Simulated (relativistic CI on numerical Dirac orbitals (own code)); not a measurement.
# Pm⁷⁺: how the levels respond to the fine-structure constant and the nuclear radius

How sensitive are the low transitions of Pm⁷⁺ to a change of α? Wanted is q = dE/dx with x = (α/α0)² − 1, and the field-shift factor by the mean square nuclear radius, for the lowest 30 levels.

Program: relativistic CI on numerical Dirac orbitals (own code) version 2. Level of theory: Dirac-Coulomb-Breit CI, KLI orbitals optimised for each configuration, derivatives by finite differences. These are calculated values, not measurements, unless marked.

## (1) The atom as given

* ion: Pm⁷⁺ (Pm VIII)
* nuclear charge: 61
* electrons: 54
* isotope: A = 145
* first configuration: [Kr] 4d10 4f3 5s2 5p3

The outer shells:

[Kr] 4d10 4f3 5s2 5p3
```
[Kr] core
4d [↑↓][↑↓][↑↓][↑↓][↑↓]
4f [↑ ][↑ ][↑ ][  ][  ][  ][  ]
5s [↑↓]
5p [↑ ][↑ ][↑ ]
```

## (2) The run

Settings of the run:

```ini
atom Pm  Z=61  charge=7  electrons=54
nucleus A=145  rms_radius_fm=4.9620
hamiltonian dirac-coulomb  breit=on  qed=off  c_scale=1
orbitals kli  potential=per-configuration
slater_scale 1
correlation none
mixing on
configurations
  [Kr] 4d10 4f3 5s2 5p3
  [Kr] 4d10 4f2 5s 5p5
  [Kr] 4d10 4f 5s2 5p4 5d
  [Kr] 4d10 4f 5s2 5p4 6s
end
derivatives alpha2 +-0.01 radius +-1%
```

What does the calculation give? Wanted: lowest level; largest q in size, lowest 30 levels; largest K in size within the lowest configuration; largest field-shift factor among them.

The runs gave:

```
                                         quantity                                      value
                                     lowest level                            4f3 5s2 5p3 7I4
              largest q in size, lowest 30 levels                7637 cm⁻¹ (4f3 5s2 5p3 7I9)
largest K in size within the lowest configuration                    41.78 (4f3 5s2 5p3 7I3)
            largest field-shift factor among them  0.652 GHz/fm² (4f3 5s2 5p3 7F6 + 3I (ii))
```

In words: Among these levels the largest q belongs to 4f3 5s2 5p3 7I9, within the lowest configuration. The fine-structure partner 7I3 has K = 41.78, away from the 2 of a pure α² interval, since levels mix. K = 2q/E, the relative sensitivity of a level, hangs on the computed energy: between configurations that lie close it can be off by a factor of several.
